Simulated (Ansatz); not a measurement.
## AlBBrH4NSi, SMILES [NH2][Al]1[BH][SiH]1Br: a geometry optimisation, step by step

With the Python package of Ansatz (0.2.0).

The cells in order, each with its output:

In [1]:
```python
import warnings

import ansatz as az
import numpy as np

BASIS_SET = "def2-SVP"
FUNCTIONAL = "pbe0"

warnings.simplefilter("ignore", az.DeckWarning)
```

In [2]:
```python
system = (
    az.Crystal.molecule()
    .atom("N", (0.9431, 0.8903, -2.1244))
    .atom("Al", (0.4633, 0.0281, -0.5097))
    .atom("B", (-0.2217, -1.7517, 0.5524))
    .atom("Si", (-0.2307, -0.0087, 1.5072))
    .atom("Br", (-2.4513, 0.6298, 1.6883))
    .atom("H", (1.4055, 1.822, -1.871))
    .atom("H", (0.0147, 1.2365, -2.5556))
    .atom("H", (-0.3829, -2.8939, 0.5424))
    .atom("H", (0.5486, 0.0013, 2.7533))
)

model = (
    system.calculation()
    .basis(gaussian=BASIS_SET)
    .functional(FUNCTIONAL)
    .accuracy("high")
)
symbols = [site.symbol for site in system.cartesian_sites]
start = np.array([site.position_ang for site in system.cartesian_sites], dtype=float)
def progress(event):
    if event["event"] == "relax_step":
        row = event["data"]
        print(f"step {row['step']:3d}  E = {row['lagrangian_ev']:.6f} eV  max force {row['allowed_force_max_ev_ang']:.4f} eV/A")


r = model.relax(force_tolerance=0.02).session().plan().execute(on_event=progress).report
end = np.array(r["positions_ang"])
```
```text
step   1  E = -86718.459062 eV  max force 4.5387 eV/A
step   2  E = -86719.254284 eV  max force 1.4664 eV/A
step   3  E = -86719.585029 eV  max force 1.5497 eV/A
step   4  E = -86719.780616 eV  max force 1.5680 eV/A
step   5  E = -86719.982094 eV  max force 1.2763 eV/A
step   6  E = -86720.190921 eV  max force 0.7180 eV/A
step   7  E = -86720.395756 eV  max force 0.5435 eV/A
step   8  E = -86720.590305 eV  max force 0.4625 eV/A
step   9  E = -86720.743480 eV  max force 0.3391 eV/A
step  10  E = -86720.832791 eV  max force 0.2208 eV/A
step  11  E = -86720.894791 eV  max force 0.4555 eV/A
step  12  E = -86720.933393 eV  max force 1.2359 eV/A
step  13  E = -86720.991156 eV  max force 0.6205 eV/A
step  14  E = -86721.033829 eV  max force 0.1943 eV/A
step  15  E = -86721.042795 eV  max force 0.1620 eV/A
step  16  E = -86721.041062 eV  max force 0.2283 eV/A
step  17  E = -86721.049292 eV  max force 0.0673 eV/A
step  18  E = -86721.050833 eV  max force 0.0200 eV/A
step  19  E = -86721.051352 eV  max force 0.0387 eV/A
step  20  E = -86721.051430 eV  max force 0.0105 eV/A
```

In [3]:
```python
print("reference energy %16.6f eV" % r["reference_energy_ev"])
print("total energy     %16.6f eV" % r["free_energy_ev"])
print("occupied (up, down):", r["n_occupied"], " virtual:", r["n_virtual"], " frozen:", r["n_frozen"])
```
```text
reference energy    -86721.051433 eV
total energy        -86721.051433 eV
occupied (up, down): [39, 39]  virtual: [77, 77]  frozen: 0
```

In [4]:
```python
print("final positions (A) and the move of each atom")
for symbol, xyz, old in zip(symbols, end, start):
    print(f"{symbol:2s} {xyz[0]:10.5f} {xyz[1]:10.5f} {xyz[2]:10.5f}   {np.linalg.norm(xyz - old):7.4f}")
```
```text
final positions (A) and the move of each atom
N     0.33072    1.05956   -2.03704    0.6413
Al    0.11839    0.06670   -0.59037    0.3563
B     0.03876   -1.62403    0.50087    0.2946
Si   -0.33038   -0.65897    2.01957    0.8339
Br   -0.42541    1.65657    1.29949    2.3043
H     0.25058    2.06954   -2.08115    1.1997
H     0.55994    0.69015   -2.95399    0.8686
H     0.18871   -2.80766    0.35528    0.6076
H    -0.64271   -0.49816    3.47025    1.4774
```

In [5]:
```python
charges = r["charge_distribution"]
print("dipole moment", round(4.803205 * float(np.linalg.norm(charges["dipole_moment_e_ang"])), 3), "D")
print("Mulliken:", [(s, round(q, 3)) for s, q in zip(symbols, charges["mulliken_charges_e"])])
```
```text
dipole moment 2.796 D
Mulliken: [('N', -0.458), ('Al', 0.656), ('B', -0.324), ('Si', 0.088), ('Br', -0.296), ('H', 0.145), ('H', 0.143), ('H', 0.032), ('H', 0.012)]
```

What to keep in mind:
- These settings explore the input space; basis and method may be short of convergence.
- The end point is the stationary point reached from this start; no frequency run checks that it is a minimum, and the basis set is modest.
- The bonding changed during the relaxation, so the end is another isomer than the start names.
- Wall time of the script: 4.6 min on 1 thread of Intel(R) Xeon(R) 6975P-C (Granite Rapids), with other jobs on the host, peak memory 0.62 GiB.

(Lines on the test bed's own set-up are left out of the output.)
